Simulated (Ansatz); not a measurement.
## CaB2 in Ansatz: convergence with scf exx energy threshold

Input of the first run (scf exx energy threshold 0.01); the others differ in this setting and in those tied to it:

The input input.yaml:

```yaml
crystal:
  lattice:
    - [3.2264302843, 0.0, 0.0]
    - [-1.6132151421, 2.7941705897, 0.0]
    - [0.0, 0.0, 4.067392]
  atoms:
    - { symbol: Ca, position: [0.0, 0.0, 0.0] }
    - { symbol: B, position: [0.6666666667, 0.3333333333, 0.5] }
    - { symbol: B, position: [0.3333333333, 0.6666666667, 0.5] }
hamiltonian:
  xc: hse06
  pseudopotentials: { kind: paw }
kpoints:
  mp_grid: { grid: [5, 5, 4] }
scf:
  occupations: { method: fermi_dirac, width: 0.05 }
  exx: { energy_threshold: 0.01 }
output:
  forces: true
  stress: true
  eigenvalues: true
```

Potentials or basis: Ansatz PAW.

The run is started by

```sh
$ ansatz run input.yaml --threads 2 --pin off --max-ram 5632MiB --backend cpu --events-out ev --progress --plain --runs-dir out
```

The cell comes from a database or a generator and needn't be the stable form of this composition.

Hardware: 2 threads of Arm Neoverse V2 (shared host).

| scf exx energy threshold | energy less the tightest run, at zero smearing (meV/atom) | SCF cycles | CPU time (s) | peak memory (GiB) |
| --- | --- | --- | --- | --- |
| 0.01 | 0.00 | 17 | 11 | 0.58 |
| 0.001 | 0.00 | 17 | 11 | 0.58 |
| 0.0001 | 0.00 | 17 | 11 | 0.58 |
| 1e-05 | 0.00 | 16 | 11 | 0.58 |
| 1e-06 | 0.00 | 17 | 11 | 0.58 |
| 1e-07 | 0.00 | 19 | 11 | 0.58 |

Against the tightest run, the energy stays within 1 meV/atom from 0.01 on. The tightest run that finished is the yardstick and may itself not be fully converged.

Caveat, for the tightest run too: the k mesh is coarse (spacing up to 0.45 Å⁻¹), so the values aren't converged, least of all with exact exchange.
